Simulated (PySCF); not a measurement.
# C2H3FN2SSi: the cost of one run

Programs: PySCF 2.14.0, with routines of our own; each step states its level. All values are computed. Atoms count from 0.

## 1. The system as given

10 atoms, charge 0, multiplicity 1; geometry from: GFN2-xTB.

## 2. Magnetic properties: GIAO PBE/pcSseg-1

The job: settings as JSON, then the geometry in Å.

```
{"job": {"kind": "mag", "xc": "PBE", "basis": "pcSseg-1", "isotopologues": 2}, "charge": 0, "multiplicity": 1}
F      0.921706     2.038803     0.514052
C      1.150918     0.778579     0.175928
S      2.738763     0.145279    -0.029743
N      2.076786    -1.334715    -0.404682
N      0.825829    -1.352866    -0.379345
C      0.214289    -0.197920    -0.059676
Si    -1.664649    -0.051478     0.023908
H     -2.059714     0.981951    -0.934639
H     -2.191498    -1.366071    -0.314436
H     -2.003547     0.363092     1.386104
```

With the program's defaults for keys left out, this is: GIAO PBE/pcSseg-1 magnetisability, rotational g tensor and spin-rotation constants, non-relativistic, gas phase.

Run with:

```
$ OMP_NUM_THREADS=1 python excited_run.py task.json out
```

One launch serves the whole session: the jobs run in the order shown.

Q: Estimate the wall time and peak memory of this first job on 1 thread of Arm Neoverse V1, shared host.

About 22 s, with a peak of 0.52 GiB.
